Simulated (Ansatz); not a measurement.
# YbIn4F, relaxed

Aim: in YbIn4F, a borrowed structure type, volume estimated, relax cell and atoms, then read levels, charges and fields where it ends.

Computed, not measured: Ansatz 0.2.0, DFT, r2SCAN, no spin polarisation, plane waves, PAW.

## Step 1: The system as given

The structure is orthorhombic, space group Cmcm (No. 63). Conventional cell: a = 4.422 Å, b = 16.466 Å, c = 7.478 Å, α = 90.00°, β = 90.00°, γ = 90.00°. Around In (site symmetry 2/m) lie 6 In at 3.02 to 3.08 Å. F (site symmetry m2m) has 7 In at 2.67 to 2.77 Å and 2 Yb at 3.25 Å as nearest neighbours. In (site symmetry m) is surrounded by 3 F at 2.69 to 2.77 Å and 2 In at 3.02 Å. Yb (site symmetry m2m) has 11 In at 3.18 to 3.59 Å and 2 F at 3.25 Å as nearest neighbours. Around In (site symmetry m2m) lie 1 F at 2.67 Å.

The coordinates stand in the input below.

It starts from an earlier solution of the starting cell (checkpoint.read).

## Step 2: Relaxing

File input.yaml:

```yaml
crystal:
  lattice:
    - [4.422434, 0.0, 0.0]
    - [2.211217, -8.232991, 0.0]
    - [0.0, 0.0, -7.477844]
  atoms:
    - { symbol: In, position: [0.5, 0.0, 0.0] }
    - { symbol: In, position: [0.5, 0.0, 0.5] }
    - { symbol: F, position: [0.77375, 0.4525, 0.75] }
    - { symbol: F, position: [0.22625, 0.5475, 0.25] }
    - { symbol: In, position: [0.31762, 0.36476, 0.95174] }
    - { symbol: In, position: [0.68238, 0.63524, 0.45174] }
    - { symbol: In, position: [0.68238, 0.63524, 0.04826] }
    - { symbol: In, position: [0.31762, 0.36476, 0.54826] }
    - { symbol: Yb, position: [0.12919, 0.74162, 0.75] }
    - { symbol: Yb, position: [0.87081, 0.25838, 0.25] }
    - { symbol: In, position: [0.93584, 0.12832, 0.75] }
    - { symbol: In, position: [0.06416, 0.87168, 0.25] }
kpoints:
  mp_grid: { grid: [4, 4, 3], shift: [0, 0, 0] }
magnetization:
  spin_polarized: false
scf:
  occupations: { method: gaussian, width: 0.0249 }
  lower_state_search: "off"
hamiltonian:
  pseudopotentials: { kind: paw }
  xc: r2scan
basis:
  ecutwfc: 500
  fft_grid_basis: typed
relax:
  max_steps: 60
  cell: { p_target: 0.0 }
  f_tol: 0.03
output:
  forces: true
  stress: true
  eigenvalues: true
  bader: false
  populations: true
  elf: true
  write_potential: true
  volumetric_format: npy
  dos:
    e_range: [-12, 8]
    de: 0.05
    projected: { site_lists: { F: [F], In: [In], Yb: [Yb] } }
  write_density: true
checkpoint:
  read: saved_state
```

Run with:

```
$ ansatz run input.yaml --threads 2 --pin off --max-ram 3584MiB --backend cpu --events-out ev --progress --plain --runs-dir out
```

Before running it: what results should come out? Wanted: moves; energy gained; largest move; cell; volume; pressure at the end; character.

As calculated:

| quantity | value |
| --- | --- |
| moves | 17 |
| energy gained | 392.7 meV/atom |
| largest move | 1.58 Å (F) |
| space group (0.01 Å), before / after | Cmcm / Cmcm |
| cell | a = 3.971 Å, b = 8.395 Å, c = 9.011 Å, α = 90.00°, β = 90.00°, γ = 76.32° |
| volume | 24.32 Å³/atom (+7.2 %) |
| pressure at the end | 0.00 GPa |
| formation energy (elements from separate runs) | -0.96 eV/atom |
| character | metal |
| density of states, mean within 0.25 eV of the Fermi level | 26 per eV per cell |

The volume grew by 7.2 %, and the largest move of an atom is 1.58 Å apart from the change of the cell; the energy fell by 392.7 meV per atom. The shape changed more than that tells: the edges moved by -10, -2, +21 %. With 8 symmetry operations imposed, the end may be a saddle point towards distortions that break them. Bands cross the Fermi level: a metal; within 0.25 eV of the Fermi level the density of states averages 26 per eV per cell, mostly Yb f (76 %) and In p (14 %), but it varies sharply: 11 at the Fermi level itself, on this mesh. Set against separate runs on the elements (In body-centred tetragonal, F2 molecule, Yb fcc), it forms at -0.96 eV per atom, a bound cell by that test.

Limits of this run: no spin polarisation, so a magnetic state may lie lower; the k mesh is coarse for a cell without a gap.
